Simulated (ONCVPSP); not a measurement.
# Zn: generating and testing an ONCV potential

Aim: build the potential from the settings below, then test how well it stands in for the atom: other configurations, scattering, ghost states and the plane-wave cutoff that it needs.

Method: ONCVPSP 4.0.1.1 (patched build), PBE, scalar-relativistic.

## (1) The atom and the settings

Typed settings, in words:

```json
{
 "element": "zinc (Zn, Z = 30)",
 "type": "optimised norm-conserving Vanderbilt (ONCV)",
 "frozen core": "[Ar]",
 "valence charge": "12",
 "reference configuration": "3d10 4s1.75 4p0.25",
 "partial waves": "4s: rc 2.15 bohr, ncon 4, nbas 7, qcut 3.2 1/bohr, 1 projector; 4p: rc 2.65 bohr, ncon 4, nbas 7, qcut 3 1/bohr, 1 projector; 3d: rc 1.00 bohr, ncon 4, nbas 9, qcut 17.8 1/bohr, local",
 "local potential": "the d channel",
 "core correction": "Teter function, fcfact 5.75, rcfact 1.35"
}
```

An earlier all-electron run gives the scale for the radii.

All-electron outer shells of the reference configuration (PBE, scalar-relativistic, ld1.x):

```
shell  level (eV)  outermost node (bohr)  outermost maximum (bohr)
   3s     -129.85                   0.28                      0.59
   3p      -84.02                   0.25                      0.59
   3d      -10.75                      –                      0.57
   4s       -6.38                   0.85                      2.09
   4p       -1.41                   0.92                      3.04
```

## (2) Generating the potential

Zn.dat

```
# ATOM AND REFERENCE CONFIGURATION
# atsym  z   nc   nv     iexc    psfile
  Zn 30.00    5    3        4      upf
#
#   n    l    f
    1    0    2.00
    2    0    2.00
    2    1    6.00
    3    0    2.00
    3    1    6.00
    3    2   10.00
    4    0    1.75
    4    1    0.25
#
# PSEUDOPOTENTIAL AND OPTIMIZATION
# lmax
    2
#
#   l,   rc,      ep,       ncon, nbas, qcut
    0    2.15    0.00    4    7    3.20
    1    2.65    0.00    4    7    3.00
    2    1.00    0.00    4    9   17.80
#
# LOCAL POTENTIAL
# lloc, lpopt,  rc(5),   dvloc0
    2    5    1.00    0.00
#
# VANDERBILT-KLEINMAN-BYLANDER PROJECTORs
# l, nproj, debl
    0    1    0.60
    1    1    3.40
    2    0    1.90
#
# MODEL CORE CHARGE
# icmod, fcfact, rcfact
    3    5.75    1.35
#
# LOG DERIVATIVE ANALYSIS
# epsh1, epsh2, depsh
   -2.00    5.00    0.02
#
# OUTPUT GRID
# rlmax, drl
    6.00    0.01
#
# TEST CONFIGURATIONS
# ncnf
    4
# nvcnf
#   n    l    f
    3
    3    2   10.00
    4    0    2.00
    4    1    0.00
#
    3
    3    2   10.00
    4    0    1.00
    4    1    0.00
#
    3
    3    2   10.00
    4    0    0.00
    4    1    0.00
#
    3
    3    2    9.00
    4    0    2.00
    4    1    1.00
#
```

Started as:

```
$ oncvpsp.x < Zn.dat > Zn.out
```

Q: Predict the outcome of this session. Wanted: cutoffs for 1 and 0.1 mHa per electron, occupied waves; bound ghosts; GHOST(+) flags; largest test error; largest phase difference near zero energy, channels read; rms error of d²Exc/dn², without and with the model core.

The runs gave:

| quantity | value |
| --- | --- |
| cutoffs for 1 and 0.1 mHa per electron, occupied waves | 111 Ha and 126 Ha |
| bound ghosts | s at -505.88 eV, p at -203.69 eV |
| GHOST(+) flags | s at 35 eV |
| largest test error (AE − PS) | -130 meV, for 3d9 4s2 4p1 (1 test unsolved) |
| largest phase difference near zero energy, channels read | 0.016 rad |
| rms error of d²Exc/dn², without and with the model core | 5.69 and 1.08 mHa |

It has a bound ghost (s, p), a state that the atom doesn't have, and that rules the file out. By total energies transferability is poor: the largest error is 130 meV on 11.0 eV, for 3d9 4s2 4p1. Of the tests 1 gave no usable energy difference, which is a warning in itself. By its cutoff, 111 Ha for the looser tolerance, it is very hard. At the looser tolerance the 3d wave is the slowest; 4s needs 6 Ha. Near zero energy the phases of the channels with partial waves agree within 0.016 rad. The program also flags highly localised states, GHOST(+) (s). These are tests on the free atom; a crystal test is still owed.
